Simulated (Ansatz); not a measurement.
# SiH2F2 (SMILES F[SiH2]F): BLYP/aug-cc-pVDZ

What is the electronic atomisation energy of SiH2F2 at BLYP/aug-cc-pVDZ? 

The results are computed with Ansatz 0.2.0.

53 further runs of the same task are left out: 53 set aside as unsound or not needed.

## Step 1: The molecule

SiH2F2 has 5 atoms, charge 0, and is taken as a singlet. SMILES: `F[SiH2]F`. The coordinates come from a PBE0-D4/def2-TZVP relaxation.

Bond lengths: F1–Si2 1.586 Å, Si2–F3 1.586 Å, Si2–H4 1.474 Å, Si2–H5 1.474 Å. Angles: F1–Si2–F3 108.0°, F1–Si2–H4 108.5°, F1–Si2–H5 108.5°, F3–Si2–H4 108.5°, F3–Si2–H5 108.5°, H4–Si2–H5 114.6°.

## Step 2: The energy at BLYP/aug-cc-pVDZ

File molecule.yaml:

```yaml
crystal:
  periodic: [false, false, false]
  atoms:
    - {symbol: F, position_ang: [-1.079010, 0.538200, 0.980720]}
    - {symbol: Si, position_ang: [-0.005220, -0.000540, -0.054090]}
    - {symbol: F, position_ang: [1.247630, -0.520590, 0.766910]}
    - {symbol: H, position_ang: [-0.590470, -1.138740, -0.786300]}
    - {symbol: H, position_ang: [0.427070, 1.121680, -0.907250]}
basis:
  gaussian: {orbitals: aug-cc-pVDZ}
hamiltonian: {xc: {name: BLYP}}
accuracy: high
output: {orbitals: {seedname: orbitals}}
```

Launch:

```
ansatz run molecule.yaml --threads 1 --pin off --max-ram 3480MiB --events-out events.jsonl --progress --plain --runs-dir runs
```

Output:

```text
Warning: RAYON_NUM_THREADS=1 ignored (pool sized by the plan → 1); use --threads N
Functional definition: BLYP
  name "BLYP"
  parameter beta = 0.0042
  parameter a = 0.04918
  parameter b = 0.132
  parameter c = 0.2533
  parameter d = 0.349
  exchange = b88_x(beta = beta)
  correlation = lyp_c(a = a, b = b, c = c, d = d)
1837 factors; integrals over basis functions are off by at most 3.7e-9 eV
mean field evaluation 1: about -13343.1701 eV, gradient 4.8e1 eV
mean field evaluation 2: about -13331.0110 eV, gradient 1.0e2 eV
mean field evaluation 4: about -13346.7560 eV, gradient 1.0e0 eV
mean field evaluation 8: about -13346.7557 eV, gradient 2.2e-3 eV
mean field evaluation 16: about -13346.7557 eV, gradient 1.1e-7 eV
mean field -13346.75568424 eV, -490.4842246400 hartree, gradient 1.5e-8 eV, S^2 0.000000; 0 other end points of the search recorded, 0 dependent functions left out
reference -13346.75574307 eV, -490.4842268018 hartree; 17, 17 occupied and 74, 74 virtual orbitals, 1837 factors
Total energy: -13346.75574307 eV, -490.4842268018 hartree
```

Wall time 3.6 s (1 thread of Intel Xeon 6975P-C (Granite Rapids), shared host); peak memory 0.22 GiB.

## Step 3: The F atom at the same level

File input.yaml:

```yaml
crystal:
  periodic: [false, false, false]
  atoms:
    - {symbol: F, position_ang: [0.000000, 0.000000, 0.000000]}
basis:
  gaussian:
    orbitals: aug-cc-pVDZ
magnetization:
  spin_polarized: true
  initial_magnetization: 1
hamiltonian:
  xc: {name: BLYP}
accuracy: high
```

Run the same way, it converges to -99.72978 Eh (log not shown).

## Step 4: The H atom at the same level

File molecule.yaml:

```yaml
basis:
  gaussian:
    orbitals: aug-cc-pVDZ
crystal:
  periodic: [false, false, false]
  atoms:
    - symbol: H
      position_ang: [0.000000, 0.000000, 0.000000]
hamiltonian:
  xc: {name: BLYP}
magnetization:
  spin_polarized: true
  initial_magnetization: 1
accuracy: high
```

Run the same way, it converges to -0.49701 Eh (log not shown).

## Step 5: The Si atom

File job.yaml:

```yaml
crystal:
  periodic: [false, false, false]
  atoms:
    - {symbol: Si, position_ang: [0.000000, 0.000000, 0.000000]}
basis:
  gaussian:
    orbitals: aug-cc-pVDZ
magnetization:
  spin_polarized: true
  initial_magnetization: 2
hamiltonian:
  xc: {name: BLYP}
accuracy: high
```

Run the same way, it converges to -289.37388 Eh (log not shown).

## Step 6: Summary of results

At BLYP/aug-cc-pVDZ:

| quantity | value |
| --- | --- |
| molecule: total energy | -490.48423 Eh |
| molecule: HOMO energy | -8.34 eV |
| molecule: LUMO energy | -0.79 eV |
| molecule: HOMO–LUMO gap | 7.55 eV |
| F atom: total energy | -99.72978 Eh |
| F atom: ⟨S²⟩ | 0.751 |
| H atom: total energy | -0.49701 Eh |
| H atom: ⟨S²⟩ | 0.750 |
| Si atom: total energy | -289.37388 Eh |
| Si atom: ⟨S²⟩ | 2.003 |
| electronic atomisation energy | 17.872 eV |

What this shows: Taking the molecule apart into free atoms costs 17.87 eV (412 kcal/mol), before zero-point energy and without spin-orbit coupling.
